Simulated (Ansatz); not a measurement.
Task: a polarisability from point charges of CH6AlAsSi, SMILES C[As]1[AlH][SiH2]1, with Ansatz's Python interface. Give the script and its output. Use (for the species named): PBE, def2-SVPD basis, multiplicity 1.

```yaml
atoms:
  - { symbol: C, position_ang: [-0.8102, 1.3723, 0.0811] }
  - { symbol: As, position_ang: [-1.3260, -0.4667, -0.3246] }
  - { symbol: Al, position_ang: [0.8147, -0.9606, -1.4444] }
  - { symbol: Si, position_ang: [0.4964, -1.3092, 0.8808] }
  - { symbol: H, position_ang: [-1.2687, 1.6840, 1.0444] }
  - { symbol: H, position_ang: [0.2377, 1.6011, 0.0758] }
  - { symbol: H, position_ang: [-1.2886, 2.0720, -0.6986] }
  - { symbol: H, position_ang: [1.8467, -0.9540, -2.7128] }
  - { symbol: H, position_ang: [0.3001, -2.7235, 1.2847] }
  - { symbol: H, position_ang: [1.0810, -0.3665, 1.8165] }
```

`field_ch6alassi.py`
```python
"""Response of CH6AlAsSi to a pair of distant point charges."""

import ansatz as az
import numpy as np


def main() -> None:
    geometry_ang = [
        ("C", (-0.8102, 1.3723, 0.0811)),
        ("As", (-1.326, -0.4667, -0.3246)),
        ("Al", (0.8147, -0.9606, -1.4444)),
        ("Si", (0.4964, -1.3092, 0.8808)),
        ("H", (-1.2687, 1.684, 1.0444)),
        ("H", (0.2377, 1.6011, 0.0758)),
        ("H", (-1.2886, 2.072, -0.6986)),
        ("H", (1.8467, -0.954, -2.7128)),
        ("H", (0.3001, -2.7235, 1.2847)),
        ("H", (1.081, -0.3665, 1.8165)),
    ]
    system = az.Crystal.molecule()
    for symbol, xyz in geometry_ang:
        system = system.atom(symbol, xyz)

    base = (
        system.calculation()
        .basis(gaussian="def2-SVPD")
        .functional("pbe")
        .forces()
    )
    # charges +q and -q at -R and +R make a nearly even field 2 k q / R^2 at the centre
    centre = np.mean([site.position_ang for site in system.cartesian_sites], axis=0)
    field = 2 * 14.399645 * 2.0 / 30.0 ** 2


    def dipole(axis, sign):
        arm = 30.0 * np.eye(3)[axis]
        pair = [{"charge": sign * 2.0, "position_ang": (centre - arm).tolist()}, {"charge": -sign * 2.0, "position_ang": (centre + arm).tolist()}]
        deck = base.input().set(az.key.basis.gaussian.point_charges, pair)
        return np.array(az.Session.from_dict(deck).plan().execute().report["charge_distribution"]["dipole_moment_e_ang"])


    print(f"field {field:.4f} V/A")
    alpha = np.array([(dipole(axis, 1) - dipole(axis, -1)) / (2 * field) * 14.399645 for axis in range(3)])
    print("polarisability tensor (A^3)")
    print(np.array2string(alpha, precision=3, suppress_small=True))
    print(f"mean {np.trace(alpha) / 3:.3f} A^3 = {np.trace(alpha) / 3 / 0.14818471:.2f} bohr^3")


if __name__ == "__main__":
    main()
```

```console
$ python field_ch6alassi.py
field 0.0640 V/A
polarisability tensor (A^3)
[[17.591 -2.234 -1.371]
 [-2.237 15.722 -0.25 ]
 [-1.39  -0.216 18.063]]
mean 17.125 A^3 = 115.57 bohr^3
```

The geometry is a force-field or estimated start, not a minimum of this method, and the basis set is short of its limit. The field of two point charges is only nearly even. Timing: 43 s on 1 thread of Arm Neoverse V1, with other jobs on the host, peak memory 0.28 GiB.

(Lines on the test bed's own set-up are left out of the output.)
